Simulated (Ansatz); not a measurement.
# SmClO: the cost of one run

All numbers are computed with Ansatz 0.2.0, driven from Python. Level of theory: DFT r2SCAN+U, plane waves, PAW.

## (1) The structure

The structure is tetragonal, space group P4/nmm (No. 129). Conventional cell: a = 3.982 Å, b = 3.982 Å, c = 6.721 Å, α = 90.00°, β = 90.00°, γ = 90.00°. Around Sm (site symmetry 4mm) lie 4 O at 2.30 Å and 5 Cl at 3.09 to 3.12 Å. Around Cl (site symmetry 4mm) lie 5 Sm at 3.09 to 3.12 Å. O (site symmetry -4m2) has 4 Sm at 2.30 Å as nearest neighbours.

The script holds or builds the structure itself.

## (2) The script

smclo.py reads:

```python
'''Projected density of states of SmClO.'''

import warnings

import ansatz as az
import numpy as np

SETTINGS = {
    'filling': 'cold',
    'width_ev': 0.1,
    'k_length': 23,
    'n_empty': 18,
}

warnings.simplefilter('ignore', az.DeckWarning)

lattice = az.Lattice.of(
    (3.982, 0.0, 0.0),
    (0.0, 3.982, 0.0),
    (0.0, 0.0, 6.721),
)
sites = [
    ('Sm', (0.0, 0.5, 0.17), 6.5),
    ('Sm', (0.5, 0.0, 0.83), -6.5),
    ('Cl', (0.0, 0.5, 0.63), 0.0),
    ('Cl', (0.5, 0.0, 0.37), 0.0),
    ('O', (0.0, 0.0, 0.0), 0.0),
    ('O', (0.5, 0.5, 0.0), 0.0),
]
structure = az.Crystal(lattice=lattice)
for symbol, position, moment in sites:
    structure = structure.atom(symbol, position, moment=moment or None)

base = (
    structure.calculation()
    .spin('collinear')  # two spin channels
    .hubbard('Sm', 'f', u_eff=4.5)  # on-site correction of the localised shell
    .occupations(SETTINGS['filling'], width=SETTINGS['width_ev'])
    .basis(20 * az.Ha)
    .kpoints(length=SETTINGS['k_length'])
    .functional(az.Functional.R2SCAN)
    .scf(extra_bands=SETTINGS['n_empty'])
    .density_of_states(projected=True, method='smearing', broadening_width=0.15, energy_step=0.1)  # states per eV and cell
)
with warnings.catch_warnings(record=True) as caught:
    warnings.simplefilter('always')
    res = base.run()
print('warnings raised:', sorted(w.category.__name__ for w in caught) or 'none')
summary = res.report

dos = res.density_of_states()
energy = np.asarray(dos.energies_ev) - dos.fermi_ev
curves = {}
for site in res.projected_density_of_states().sites:
    for shell in site.shells:
        weight = sum(np.sum(curve.g_bin_mean_per_ev, axis=0) for curve in shell.curves)
        name = f'{site.species} {shell.label}'
        curves[name] = curves.get(name, 0) + weight

step = energy[1] - energy[0]
windows = [(-10, -5), (-5, 0), (0, 4)]
print('states by shell in windows of E - E_F (eV):', windows)
for name, g in curves.items():
    print(f'{name:8s}', ' '.join(f'{step * g[(energy >= a) & (energy < b)].sum():8.3f}' for a, b in windows))
filled = (energy < 0) & (energy > -10)
for name, g in curves.items():
    if g[filled].sum() * step > 0.5:
        print(f'centre of {name}: {np.average(energy[filled], weights=g[filled]):.2f} eV')
```

## (3) The calls as engine input

The package turns the script's settings into the engine's input:

```yaml
crystal:
  lattice:
    - [3.982, 0.0, 0.0]
    - [0.0, 3.982, 0.0]
    - [0.0, 0.0, 6.721]
  atoms:
    - { symbol: Sm, position: [0.0, 0.5, 0.17], spin: 6.5 }
    - { symbol: Sm, position: [0.5, 0.0, 0.83], spin: -6.5 }
    - { symbol: Cl, position: [0.0, 0.5, 0.63] }
    - { symbol: Cl, position: [0.5, 0.0, 0.37] }
    - { symbol: O, position: [0.0, 0.0, 0.0] }
    - { symbol: O, position: [0.5, 0.5, 0.0] }
basis:
  ecutwfc: 544.22772491976
kpoints:
  mp_grid:
    grid: [6, 6, 3]
hamiltonian:
  xc: r2scan
  hubbard:
    - { species: Sm, l: f, u_eff: 4.5 }
magnetization:
  spin_polarized: true
scf:
  n_extra_bands: 18
  occupations:
    method: cold
    width: 0.1
output:
  dos:
    de: 0.1
    method:
      smearing:
        sigma: 0.15
    projected: true
```

## (4) Launch

The run is started by

```console
> python smclo.py
```

What time and memory should one allow on 1 thread of Arm Neoverse V1, shared host?

About 20 min, with a peak of 2.1 GiB.
